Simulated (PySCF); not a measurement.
# One shape, several levels: TiHCl3O (SMILES Cl[Ti](Cl)(Cl)O)

We compute a comparison of 6 runs (HF/6-31G**, HF/def2-TZVP, B3LYP/6-31G*, r2SCAN/6-31G**, MP2/def2-SVPD) of TiHCl3O. The job is set up through a Python script.

The results are computed with PySCF 2.14.0.

## 1. The structure to begin with

The species is TiHCl3O (6 atoms), meant as a singlet with charge 0. SMILES: `Cl[Ti](Cl)(Cl)O`. The shape is that of a PBE0-D4/def2-TZVP optimisation.

Bond lengths: Cl1–Ti2 2.179 Å, Ti2–Cl3 2.179 Å, Ti2–Cl4 2.180 Å, Ti2–O5 1.745 Å, O5–H6 0.958 Å. Angles: Cl1–Ti2–Cl3 108.5°, Cl1–Ti2–Cl4 110.3°, Cl1–Ti2–O5 109.1°, Cl3–Ti2–Cl4 110.3°, Cl3–Ti2–O5 109.1°, Cl4–Ti2–O5 109.5°, Ti2–O5–H6 146.9°.

## 2. Energy and forces at HF/6-31G(d,p) (spherical functions) (run 1)

mol.xyz

```xyz
6
Cl3HOTi
Cl    -1.629250    -0.831330     1.360800
Ti    -0.080580    -0.347470    -0.093680
Cl     1.757320    -1.362960     0.488070
Cl    -0.693400    -0.978720    -2.087950
O      0.191890     1.375840    -0.087440
H      0.454040     2.144630     0.420190
```

input.py

```python
import pyscf.grad
from pyscf import gto

mol = gto.M(
    atom='mol.xyz',
    verbose=4,
    max_memory=1860,
    basis='6-31g**',
)

hf = mol.RHF()
hf.conv_tol = 1e-10
hf.kernel()
if not hf.converged:
    hf = hf.newton().run(hf.mo_coeff, hf.mo_occ)

energy = hf.e_tot
print('Final energy', energy)
grad = hf.Gradients().kernel()
hf.analyze()
```

Command:

```sh
$ OMP_NUM_THREADS=1 python input.py
```

Standard output:

```text
PySCF version 2.14.0

[... 95 lines left out ...]
MO #7   energy= -18.1647186718256  occ= 2
[... 19 lines left out ...]
MO #27  energy= -1.10435407090868  occ= 2
[... 19 lines left out ...]
MO #47  energy= 0.0682193186556992 occ= 0
[... 19 lines left out ...]
MO #67  energy= 0.824624045429998  occ= 0
[... 19 lines left out ...]
MO #87  energy= 1.38728527368991   occ= 0
[... 19 lines left out ...]
MO #107 energy= 3.86601111445398   occ= 0
[... 116 lines left out ...]
Dipole moment(X, Y, Z, Debye):  0.72096,  2.87083,  0.96137
```

Wall time 81 s (1 thread of Intel Xeon at 2.50GHz (Skylake/Cascade Lake), shared host); peak memory 0.25 GiB.

## 3. Energy and gradient at HF/def2-TZVP (run 2)

input.xyz

```xyz
6
Cl3HOTi
Cl    -1.629250    -0.831330     1.360800
Ti    -0.080580    -0.347470    -0.093680
Cl     1.757320    -1.362960     0.488070
Cl    -0.693400    -0.978720    -2.087950
O      0.191890     1.375840    -0.087440
H      0.454040     2.144630     0.420190
```

input.py

```python
# Cl[Ti](Cl)(Cl)O
from pyscf import gto

mol = gto.Mole()
mol.atom = 'input.xyz'
mol.max_memory = 1860
mol.verbose = 4
mol.basis = 'def2-tzvp'
mol.build()

mf = mol.RHF()
mf.conv_tol = 1e-10
mf.kernel()
if not mf.converged:
    mf = mf.newton().run(mf.mo_coeff, mf.mo_occ)

e_tot = mf.e_tot
print('E(%s) = %.9f' % ('HF', e_tot))
grad = mf.nuc_grad_method().kernel()
mf.analyze()
```

Command:

```sh
$ OMP_NUM_THREADS=1 python input.py
```

Standard output:

```text
PySCF version 2.14.0

[... 111 lines left out ...]
MO #23  energy= -2.02521505536449  occ= 2
[... 33 lines left out ...]
MO #57  energy= 0.32372807388588   occ= 0
[... 33 lines left out ...]
MO #91  energy= 1.09829064824885   occ= 0
[... 33 lines left out ...]
MO #125 energy= 2.22802587589225   occ= 0
[... 33 lines left out ...]
MO #159 energy= 2.78519235078566   occ= 0
[... 33 lines left out ...]
MO #193 energy= 45.1329502472423   occ= 0
[... 202 lines left out ...]
Dipole moment(X, Y, Z, Debye):  0.62835,  2.39320,  0.89793
```

It took 3.7 min on 1 thread of Intel Xeon at 2.50GHz (Skylake/Cascade Lake), shared host; peak memory 1.4 GiB.

Runs 3 to 5 aren't shown in full; the table further down has their settings and results.

## 4. Energy and gradient at MP2/def2-SVPD (run 6)

job.py

```python
# Cl[Ti](Cl)(Cl)O
import pyscf.grad
from pyscf import gto, mp

molecule = gto.M(
    atom='''
Cl  -1.629250  -0.831330   1.360800
Ti  -0.080580  -0.347470  -0.093680
Cl   1.757320  -1.362960   0.488070
Cl  -0.693400  -0.978720  -2.087950
O    0.191890   1.375840  -0.087440
H    0.454040   2.144630   0.420190
''',
    basis='def2-svpd',
    max_memory=1860,
    verbose=4,
)

mf = molecule.RHF()
mf.conv_tol = 1e-10
mf.kernel()
if not mf.converged:
    mf = mf.newton().run(mf.mo_coeff, mf.mo_occ)

pt = mp.MP2(mf, frozen=21).run()
e_final = pt.e_tot
print(f'total energy: {e_final:.8f} hartree')
grad = pt.Gradients().kernel()
mf.analyze()
```

Command:

```sh
$ OMP_NUM_THREADS=1 python job.py
```

Standard output:

```text
PySCF version 2.14.0

[... 109 lines left out ...]
MO #16  energy= -8.0493430267609   occ= 2
[... 25 lines left out ...]
MO #42  energy= 0.011181030297338  occ= 0
[... 25 lines left out ...]
MO #68  energy= 0.293715044986066  occ= 0
[... 25 lines left out ...]
MO #94  energy= 0.800789702655668  occ= 0
[... 25 lines left out ...]
MO #120 energy= 1.35268177809194   occ= 0
[... 25 lines left out ...]
MO #146 energy= 4.28576035383815   occ= 0
[... 155 lines left out ...]
Dipole moment(X, Y, Z, Debye):  0.62125,  2.42579,  0.85402
```

It took 2.5 min on 1 thread of Intel Xeon at 2.50GHz (Skylake/Cascade Lake), shared host; peak memory 1.8 GiB.

## 5. The series

| run | level | integration grid | Cartesian functions | energy (Eh) | dipole moment (D) of the reference | HOMO energy (eV) | LUMO energy (eV) | wall time |
| --- | --- | --- | --- | --- | --- | --- | --- | --- |
| 1 | HF/6-31G** (spherical functions) | – | no | -2302.452773 | 3.11 | -12.59 | 0.24 | 81 s |
| 2 | HF/def2-TZVP | – | no | -2302.668820 | 2.63 | -12.49 | 0.79 | 3.7 min |
| 3 | B3LYP/6-31G* (spherical functions) | 5 | no | -2306.077247 | 3.01 | -8.98 | -3.60 | 2.2 min |
| 4 | r2SCAN/6-31G** (spherical functions) | 5 | no | -2305.892727 | 3.08 | -8.34 | -4.25 | 2.7 min |
| 5 | B3LYP/6-31G* (Cartesian functions) | 5 | yes | -2306.101671 | 2.99 | -8.96 | -3.43 | 2.2 min |
| 6 | MP2/def2-SVPD | – | no | -2302.982935 | 2.65 | -12.56 | 0.30 | 2.5 min |

## 6. Summary of results

| quantity | value |
| --- | --- |
| run 6: total energy | -2302.98293 Eh |
| run 6: dipole moment (Hartree–Fock density) | 2.65 D |
| run 6: HOMO energy (Hartree–Fock orbitals) | -12.56 eV |
| run 6: LUMO energy (Hartree–Fock orbitals) | 0.30 eV |
| run 6: HOMO–LUMO gap (Hartree–Fock orbitals) | 12.86 eV |
| run 6: correlation energy (21 core orbitals frozen) | -971.3 mEh |
| run 6: largest force on an atom | 0.510 eV/Å |

**Reading.** Over runs 1, 2, 3, 4, 5 the dipole moment (its size) runs from 2.63 D (HF/def2-TZVP) to 3.11 D (HF/6-31G**). Over runs 1, 2, 3, 4, 5 the HOMO–LUMO gap runs from 4.09 eV (r2SCAN/6-31G**) to 13.28 eV (HF/def2-TZVP). The two ends differ in method and basis. Totals of different functionals can't be ranked against each other. All runs together took 15 min, the longest 3.7 min.
